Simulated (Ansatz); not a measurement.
# CH₅NSn: how energies converge with the basis set

An exercise on one series of results from a longer session: the logs are not shown, and one member is left open.

Computed with Ansatz 0.2.0, Gaussian basis. Level: one geometry, several basis sets.

The runs, in order: PBE0-D4/def2-SVP; ωB97M-V/def2-SVP; PBE0-D4/def2-QZVPP; ωB97M-V/def2-QZVPP; the functionals' def2-TZVPP values are taken from earlier runs.

**The geometry**

An earlier PBE0-D4 in a triple-zeta def2 set relaxation fixed the geometry. Sn takes the def2 core potential; no spin-orbit term is included.

SMILES `[CH3][Sn][NH2]`, 8 atoms, charge 0, spin multiplicity 1.

Atoms are counted from 1 here; the program's logs count them from 0.

Bond lengths: C1–Sn2 2.193 Å, C1–H4 1.093 Å, C1–H5 1.091 Å, C1–H6 1.094 Å, Sn2–N3 2.015 Å, N3–H7 1.008 Å, N3–H8 1.009 Å. Angles: Sn2–C1–H4 110.2°, Sn2–C1–H5 111.9°, Sn2–C1–H6 109.4°, H4–C1–H5 108.8°, H4–C1–H6 108.1°, H5–C1–H6 108.4°, C1–Sn2–N3 92.8°, Sn2–N3–H7 123.7°, Sn2–N3–H8 124.9°, H7–N3–H8 111.4°.

The first run:

The input, in.yaml:

```yaml
crystal:
  periodic: [false, false, false]
  atoms:
    - {symbol: C, position_ang: [-0.740281, 0.930417, -0.609666]}
    - {symbol: Sn, position_ang: [1.321551, 0.707535, 0.102295]}
    - {symbol: N, position_ang: [0.999382, -1.173010, 0.749372]}
    - {symbol: H, position_ang: [-1.016172, 0.080539, -1.239985]}
    - {symbol: H, position_ang: [-0.877360, 1.850757, -1.179764]}
    - {symbol: H, position_ang: [-1.419788, 0.951739, 0.247915]}
    - {symbol: H, position_ang: [1.702356, -1.738306, 1.198486]}
    - {symbol: H, position_ang: [0.122510, -1.666770, 0.675648]}
basis:
  gaussian: {orbitals: def2-SVP}
hamiltonian: {xc: pbe0, dispersion: d4}
output: {orbitals: {seedname: orbitals}}
```

Steps of the session up to this table: PBE0-D4 in def2-SVP; ωB97M-V in def2-SVP; PBE0-D4 in def2-QZVPP; ωB97M-V in def2-QZVPP.

One table of the session follows, with a row left open; its other results are not shown here.

It belongs to the step «Functionals by basis». 

```
functional       basis  HOMO (eV)  LUMO (eV)
   PBE0-D4    def2-SVP      -6.05      -1.50
   PBE0-D4  def2-TZVPP      -6.16      -1.67
   PBE0-D4  def2-QZVPP      -6.19      -1.71
   ωB97M-V    def2-SVP          ?          ?
   ωB97M-V  def2-TZVPP      -8.24       0.03
   ωB97M-V  def2-QZVPP      -8.27      -0.05
```

Estimate the missing values for ωB97M-V, def2-SVP.

The run gave: HOMO (eV): -8.11; LUMO (eV): 0.31. In the column «HOMO (eV)» it lies between ωB97M-V, def2-TZVPP (-8.24) and PBE0-D4, def2-QZVPP (-6.19).
